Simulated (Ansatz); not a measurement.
# Li2Pt: stress in a strained cell

Li2Pt is deformed so: equal xy, yz and zx engineering shear strains of -2 %. What stress and forces result, by LAPW, PAW and all-electron datasets made for the crystal?

Computed with Ansatz 0.2.0 (DFT LDA, scalar-relativistic, unless a step's input says otherwise).

## (1) The structure to begin with

It takes space group P6/mmm (No. 191, hexagonal). Conventional cell: a = 4.186 Å, b = 4.186 Å, c = 2.661 Å, α = 90.00°, β = 90.00°, γ = 120.00°. Around Li (site symmetry -6m2) lie 5 Li at 2.42 to 2.66 Å and 6 Pt at 2.76 Å. Around Pt (site symmetry 6/mmm) lie 2 Pt at 2.66 Å and 12 Li at 2.76 Å.

Coordinates:

```xyz
3
Lattice="4.1860 0.0000 0.0000 -2.0930 3.6252 0.0000 0.0000 0.0000 2.6610" Properties=species:S:1:pos:R:3 pbc="T T T"
Li    0.0000    2.4168    1.3305
Li    2.0930    1.2084    1.3305
Pt    0.0000    0.0000    0.0000
```

Atoms are numbered in the order of the input: Li1, Li2, Pt3.

## (2) After the deformation

Space group P6/mmm before, P-1 after.

## (3) LAPW, all electrons

The input, input.yaml:

```yaml
crystal:
  lattice:
    - [4.1859989866, -0.0418599899, -0.0418599899]
    - [-2.1292513079, 3.6461114576, -0.0153218197]
    - [-0.02661, -0.02661, 2.661]
  atoms:
    - { symbol: Li, position: [0.3333333333, 0.6666666667, 0.5] }
    - { symbol: Li, position: [0.6666666667, 0.3333333333, 0.5] }
    - { symbol: Pt, position: [0.0, 0.0, 0.0] }
kpoints:
  mp_grid: { grid: [9, 9, 12] }
  band_path:
    path:
      - [0.0, 0.0, 0.0]
      - [0.0, 0.0, 0.5]
      - [-0.5, 0.5, 0.0]
      - [0.0, 0.0, 0.0]
      - [0.0, -0.5, 0.0]
      - [-0.5, 0.0, 0.5]
      - [0.0, 0.0, 0.0]
      - [-0.5, 0.0, 0.0]
      - [0.0, -0.5, 0.5]
    npoints: 5
scf:
  occupations: { method: fermi_dirac, width: 0.03 }
hamiltonian:
  xc: lda
  pseudopotentials: { kind: all_electron, lapw: { basis_error: 0.001 } }
output:
  forces: true
  stress: true
  eigenvalues: true
```

Launch:

```bash
ansatz run input.yaml --threads 1 --pin off --max-ram 4096MiB --backend cpu --events-out ev --progress --plain --runs-dir out
```

## (4) PAW on the default files

The input, input.yaml:

```yaml
crystal:
  lattice:
    - [4.1859989866, -0.0418599899, -0.0418599899]
    - [-2.1292513079, 3.6461114576, -0.0153218197]
    - [-0.02661, -0.02661, 2.661]
  atoms:
    - { symbol: Li, position: [0.3333333333, 0.6666666667, 0.5] }
    - { symbol: Li, position: [0.6666666667, 0.3333333333, 0.5] }
    - { symbol: Pt, position: [0.0, 0.0, 0.0] }
kpoints:
  mp_grid: { grid: [9, 9, 12] }
scf:
  occupations: { method: fermi_dirac, width: 0.03 }
hamiltonian:
  xc: lda
  pseudopotentials: { kind: paw }
output:
  forces: true
  stress: true
  eigenvalues: true
  efg: { contact_densities: true }
```

## (5) All-electron PAW on datasets made for the crystal

input.yaml, as its differences from that of step 4:

```diff
@@ -15,3 +15,3 @@
   xc: lda
-  pseudopotentials: { kind: paw }
+  pseudopotentials: { kind: all_electron, datasets: crystal }
 output:
```

(Steps that only read results are left out.)

**Question.** What will these runs give? Wanted: pressure; largest shear or deviatoric stress.

As calculated:

| quantity | value |
| --- | --- |
| pressure | LAPW -4.37, PAW -4.40, crystal datasets -4.37 GPa |
| largest shear or deviatoric stress (LAPW) | 0.95 GPa |

**Reading.** The largest part of the stress beyond the pressure is 0.95 GPa in size, in the zz component; the atoms are carried along and not relaxed. No run of the undeformed cell stands beside it, so pressure and stress hold what the given cell had before the change, as far as its symmetry allows. PAW: stress within 0.03 GPa of LAPW, forces within 1 meV/Å. Crystal datasets: stress within 0.01 GPa of LAPW, forces within 1 meV/Å. Spin-orbit coupling is left out, though the cell holds Pt; in elements this heavy it can shift bands and gaps by tenths of an eV.
